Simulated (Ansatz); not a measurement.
**ZrSi2O6: a trial structure relaxed**

Aim: relax a trial structure of ZrSi2O6 and see where it ends.

Program: Ansatz 0.2.0. Level of theory: DFT PBE, scalar-relativistic, plane waves, PAW. These are calculated values, not measurements.

1 further run of the same task is left out (set aside as unsound or not needed). Runs told in other sessions of the task aren't counted.

## 1. The structure to begin with

It takes space group C222 (No. 21, orthorhombic). Conventional cell: a = 5.212 Å, b = 9.961 Å, c = 6.040 Å, α = 90.00°, β = 90.00°, γ = 90.00°. Around Zr (site symmetry 222) lie 4 O at 1.96 Å. Si (site symmetry 2) has 4 O at 1.63 Å in its first shell of neighbours. O (site symmetry 1) is surrounded by 1 Si at 1.63 Å and 1 Zr at 1.96 Å. Around O (site symmetry 2) lie 2 Si at 1.63 Å.

As a file:

```
CELL_PARAMETERS angstrom
2.60598 -4.98067 0.00000
2.60598 4.98067 0.00000
0.00000 0.00000 6.04030
ATOMIC_POSITIONS crystal
Zr 0.50000 0.50000 0.50000
Si 0.00000 0.50000 0.84476
Si 0.50000 0.00000 0.15524
O 0.82337 0.58743 0.68961
O 0.22327 0.77673 0.00000
O 0.58743 0.82337 0.31039
O 0.17663 0.41257 0.68961
O 0.77673 0.22327 0.00000
O 0.41257 0.17663 0.31039
```

The start is the relaxed end of an invented cell (made as: elements ordered on the sites of the SiO2 type, Zr/Si on Si (C222, No. 21)), taken up again for a closer look.

## 2. A first look at the guess

File input.yaml:

```yaml
crystal:
  lattice:
    - [2.60598, -4.980666, 0.0]
    - [2.60598, 4.980666, 0.0]
    - [0.0, 0.0, 6.040304]
  atoms:
    - { symbol: Zr, position: [0.5, 0.5, 0.5] }
    - { symbol: Si, position: [0.0, 0.5, 0.844763] }
    - { symbol: Si, position: [0.5, 0.0, 0.155237] }
    - { symbol: O, position: [0.823367, 0.587428, 0.689607] }
    - { symbol: O, position: [0.223267, 0.776733, 0.0] }
    - { symbol: O, position: [0.587428, 0.823367, 0.310393] }
    - { symbol: O, position: [0.176633, 0.412572, 0.689607] }
    - { symbol: O, position: [0.776733, 0.223267, 0.0] }
    - { symbol: O, position: [0.412572, 0.176633, 0.310393] }
basis:
  ecutwfc: 420
kpoints:
  mp_grid: { grid: [4, 4, 4] }
hamiltonian:
  xc: pbe
scf:
  occupations: { method: gaussian, width: 0.1 }
  lower_state_search: "off"
output:
  forces: true
  stress: true
  eigenvalues: true
```

Started as:

```sh
> ansatz run input.yaml --threads 4 --pin off --max-ram 8192MiB --backend cpu --events-out ev --progress --plain --runs-dir out
```

The log of the run, cut to the lines that bear on the results:

```text
[...]
SCF converged after 7 iterations
Free energy (F): -8871.513369 eV
[...]
E sigma→0 (E₀):  -8871.513369 eV
Fermi energy:    4.008373 eV
[...]
--- Forces (eV/Å), atoms counted from 1 ---
  atom   1  Zr    -0.00000000    -0.00000000    -0.00000000
  atom   2  Si    -0.00000000    -0.00000000     0.00079045
  atom   3  Si     0.00000000     0.00000000    -0.00079045
  atom   4  O      0.00052017     0.00204814    -0.00307391
  atom   5  O      0.00000000     0.00449034     0.00000000
  atom   6  O      0.00052017    -0.00204814     0.00307391
  atom   7  O     -0.00052017    -0.00204814    -0.00307391
  atom   8  O     -0.00000000    -0.00449034    -0.00000000
[...]
--- Stress (GPa, compression-positive) ---
       -0.014992       0.000000      -0.000000
        0.000000       0.042153       0.000000
       -0.000000       0.000000       0.001731
  P = ⅓ Tr σ = 0.0096 GPa (0.096 kbar)
--- Band table (eV; the first three rows and the last of 21) ---
[...]
```

It took 2.1 s on 4 threads of Arm Neoverse V2, shared host; peak memory 0.46 GiB.

The probe gives pressure 0.0 GPa, largest force 0.00 eV/Å, gap on this mesh 5.05 eV. The coarse relaxation is skipped.

## 3. Full relaxation

input.yaml: that of step 2 with these lines changed.

```diff
@@ -18,3 +18,3 @@
 kpoints:
-  mp_grid: { grid: [4, 4, 4] }
+  mp_grid: { grid: [6, 6, 4] }
 hamiltonian:
@@ -22,4 +22,3 @@
 scf:
-  occupations: { method: gaussian, width: 0.1 }
-  lower_state_search: "off"
+  occupations: { method: gaussian, width: 0.02 }
 output:
@@ -28 +27,6 @@
   eigenvalues: true
+relax:
+  adjacent_minimum: "off"
+  f_tol: 0.01
+  max_steps: 80
+  cell: { stress_tol: 0.05 }
```

Started as:

```sh
> ansatz run input.yaml --threads 4 --pin off --max-ram 8192MiB --backend cpu --events-out ev --progress --plain --runs-dir out
```

The log of the run, cut to the lines that bear on the results:

```text
Warning: RAYON_NUM_THREADS=4 ignored (pool sized by the plan → 4); use --threads N
[...]
Pseudopotentials: kind: paw
Pseudopotential: Zr, paw, valence charge 12, recommended cutoff 420 eV (normal), Zr.paw.azcp
Pseudopotential: Si, paw, valence charge 4, recommended cutoff 420 eV (normal), Si.paw.azcp
Pseudopotential: O, paw, valence charge 6, recommended cutoff 420 eV (normal), O.paw.azcp
Functional definition: PBE
[...]
Crystal: 9 atoms, lattice volume = 156.800 Å³
Basis set: ecut = 420 eV, 3077 PW (Γ), exchange–correlation on 80×80×90 points (8 copies of the dense FFT grid, shifted against one another)
Bands: 37, of which v1, the nominal top of the filled ones, is band 28 counted from 1 (27 counted from 0)
Symmetry: 4 space group operations
Space group: C222 (ITA 21), of the structure as read, at distance tolerance 5.4e-5 Å
k-points: 39 of 144 (time reversal used)
[...]
--- Band table (eV; the first three rows and the last of 39) ---
[...]
--- Relaxed structure (1 steps of the walk, 1 accepted, 1 SCFs on fresh bases) ---
  F+E_penalty+E_count = -8871.51340856 eV   max|allowed force component| = 4.521e-3 eV/Å   (the final SCF, on the basis selected at the relaxed cell)
  cell:  # Å, volume = 156.8004 Å³
    - [2.60598, -4.980666, 0.0]
    - [2.60598, 4.980666, 0.0]
    - [0.0, 0.0, 6.040304]
  atoms:
    - { symbol: Zr, position: [0.49999999999999994, 0.49999999999999994, 0.5] }
    - { symbol: Si, position: [-2.7755575615628914e-17, 0.5, 0.8447630000000002] }
    - { symbol: Si, position: [0.5, -2.7755575615628914e-17, 0.155237] }
    - { symbol: O, position: [0.823367, 0.5874279999999998, 0.6896070000000001] }
    - { symbol: O, position: [0.22326699999999994, 0.7767330000000001, 0.0] }
    - { symbol: O, position: [0.5874279999999998, 0.823367, 0.310393] }
    - { symbol: O, position: [0.176633, 0.41257199999999994, 0.6896070000000001] }
    - { symbol: O, position: [0.7767330000000001, 0.22326699999999994, 0.0] }
    - { symbol: O, position: [0.41257199999999994, 0.176633, 0.310393] }
```

Wall time 9.7 s (4 threads of Arm Neoverse V2, shared host); peak memory 0.55 GiB.

Step by step:

| step | energy from step 1 (eV/cell) | largest force component (eV/Å) | pressure (GPa) | volume (Å³) |
| --- | --- | --- | --- | --- |
| 1 | 0.0000 | 0.0045 | 0.01 | 156.80 |
| 2 | 0.0000 | 0.0045 | 0.01 | 156.80 |

Step 1 is the start. Step 2 repeats the geometry before it on a plane-wave basis chosen anew for that cell, so its energy need not be comparable with the rows above.

Lengths and angles in the start's conventional setting:

|  | before | after | change |
| --- | --- | --- | --- |
| a (Å) | 5.212 | 5.212 | 0.0 % |
| b (Å) | 9.961 | 9.961 | 0.0 % |
| c (Å) | 6.040 | 6.040 | 0.0 % |
| volume (Å³/atom) | 17.42 | 17.42 | 0.0 % |
| shortest distance (Å) | 1.627 | 1.627 | 0.0 % |
| space group (0.01 Å) | C222 | C222 | same |

Forces and stress were held to the start's 4 operations: a distortion of lower symmetry was not tested.

## 4. Variant: ecutrho_ratio 9

input.yaml: that of step 3 with these lines changed.

```diff
@@ -17,2 +17,3 @@
   ecutwfc: 420
+  ecutrho_ratio: 9
 kpoints:
@@ -25,8 +26,3 @@
   forces: true
+  eigenvalues: true
   stress: true
-  eigenvalues: true
-relax:
-  adjacent_minimum: "off"
-  f_tol: 0.01
-  max_steps: 80
-  cell: { stress_tol: 0.05 }
```

Started as:

```sh
> ansatz run input.yaml --threads 4 --pin off --max-ram 8192MiB --backend cpu --events-out ev --progress --plain --runs-dir out
```

The log of the run, cut to the lines that bear on the results:

```text
Warning: RAYON_NUM_THREADS=4 ignored (pool sized by the plan → 4); use --threads N
[...]
[... 5 set-up lines as earlier in the session ...]
[...]
Crystal: 9 atoms, lattice volume = 156.800 Å³
Basis set: ecut = 420 eV, 3077 PW (Γ), exchange–correlation on 120×120×128 points (8 copies of the dense FFT grid, shifted against one another)
Bands: 37, of which v1, the nominal top of the filled ones, is band 28 counted from 1 (27 counted from 0)
[... 2 set-up lines as earlier in the session ...]
k-points: 39 of 144 (time reversal used)
[...]
SCF iter   7: F=-8871.513448 eV  HF=-8871.513448 eV  |F-HF|=1.29e-7  |Δ(HF+E_count)|=   1.53e-7  Δρ=6.90e-6  dr2=6.00e-8  ethr=1.79e-10  ⟨swp⟩=9.8  Hψ=7038  notcnv=0
[...]
SCF converged after 7 iterations
Free energy (F): -8871.513448 eV
[...]
E sigma→0 (E₀):  -8871.513448 eV
Fermi energy:    4.008333 eV
[...]
--- Forces (eV/Å), atoms counted from 1 ---
  atom   1  Zr    -0.00000000    -0.00000000    -0.00000000
  atom   2  Si    -0.00000000    -0.00000000     0.00083263
  atom   3  Si     0.00000000     0.00000000    -0.00083263
  atom   4  O      0.00052145     0.00207906    -0.00304124
  atom   5  O      0.00000000     0.00453022     0.00000000
  atom   6  O      0.00052145    -0.00207906     0.00304124
  atom   7  O     -0.00052145    -0.00207906    -0.00304124
  atom   8  O     -0.00000000    -0.00453022    -0.00000000
[...]
--- Stress (GPa, compression-positive) ---
       -0.015005       0.000000      -0.000000
        0.000000       0.042503       0.000000
       -0.000000       0.000000       0.002375
  P = ⅓ Tr σ = 0.0100 GPa (0.100 kbar)
--- Band table (eV; the first three rows and the last of 39) ---
[...]
```

Wall time 4.3 s (4 threads of Arm Neoverse V2, shared host); peak memory 0.65 GiB.

| run | ending | energy change | pressure (GPa) | gap (eV) | force (eV/Å) | cycles | time |
| --- | --- | --- | --- | --- | --- | --- | --- |
| step 3 | converged | 0 | 0.0 | 5.05 | 0.00 | - | 9.7 s |
| variant | converged | 0.0 meV/atom | 0.0 | 5.05 | 0.00 | 7 | 4.3 s |

Changing the numerical grids hardly moves the energy: 0.0 meV/atom.

## 5. Summary of results

| quantity | value |
| --- | --- |
| symmetry at the end (tolerance 0.02 Å) | space group C222 (No. 21) |
| conventional cell | a = 5.212 Å, b = 9.961 Å, c = 6.040 Å, α = 90.00°, β = 90.00°, γ = 90.00° |
| volume | 17.42 Å³/atom |
| energy over the elements (uncorrected; H, N, O, F and Cl as molecules) | -2.92 eV/atom |
| gap on the mesh | 5.05 eV |

In words: The space group C222 (No. 21) is kept, at nearly the size of the first guess. A negative formation energy is needed for stability but isn't enough; other structures and compounds were not set against it here. No finished test with a distortion of lower symmetry is shown, so the end may be a saddle point.
